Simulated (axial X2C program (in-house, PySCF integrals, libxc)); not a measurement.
**Linear AsCO at several levels**

One table from this session's results is given with a row withheld; the runs are named, their logs left out.

Program: an in-house X2C program for linear molecules on PySCF integrals. Level of theory: all-electron X2C, two-component (2c) or spin-free, As dyall-v3z, C dyall-v3z, O dyall-av3z. These are calculated values, not measurements.

All values are calculated.

2 further runs of the same task are left out: 2 set aside as unsound or not needed.

The first run:

File task.json:

```json
{
 "zs": [
  33,
  6,
  8
 ],
 "q": 0,
 "bas": [
  "dyall-v3z",
  "dyall-v3z",
  "dyall-av3z"
 ],
 "r0": [
  1.91,
  1.15
 ],
 "symm": 0,
 "scan": [
  "PBE0",
  "HF",
  "BHandHLYP"
 ],
 "levels": [
  "PBE0",
  "HF",
  "B3LYP"
 ],
 "nst": 2
}
```

Keys: zs atomic numbers; q charge; bas basis sets; r0 starting distance in Å; symm equal bonds; scan levels of the two-bond scan; levels methods; nst determinants followed.

Started as:

```bash
python solin.py task.json out
```

Masses As 74.922, C 12.000, O 15.995 u.

Among the steps run: Scan at PBE0, 2c; Scan at HF, 2c; Scan at BHandHLYP, 2c.

One of the session's tables, all rows but one given; the rest of the session is left out.

| level | r(As–C) (Å) | r(C–O) (Å) | lower stretch (cm⁻¹) | upper stretch (cm⁻¹) |
| --- | --- | --- | --- | --- |
| PBE0, 2c | 1.791 | 1.152 | 559.2 | 2030.5 |
| HF, 2c | ? | ? | ? | ? |
| BHandHLYP, 2c | 1.799 | 1.136 | 536.8 | 2087.1 |
| PBE0, spin-free | 1.790 | 1.153 | 560.8 | 2029.3 |
| HF, spin-free | 1.835 | 1.117 | 468.7 | 2180.4 |
| BHandHLYP, spin-free | 1.798 | 1.137 | 539.0 | 2086.1 |

Q: Estimate the row for HF, 2c from the others.

As computed: r(As–C) (Å): 1.838; r(C–O) (Å): 1.117; lower stretch (cm⁻¹): 460.1; upper stretch (cm⁻¹): 2179.2. In the column «r(As–C) (Å)» it is the highest.

Scans not shown above were run alike.

The lower stretch spreads by more than a fifth over the levels, so it depends strongly on the method. The molecule was held linear; bending was not examined, so a bent shape may lie lower. Note: functional without a current term on a determinant with orbital currents, of the molecule or an atom.
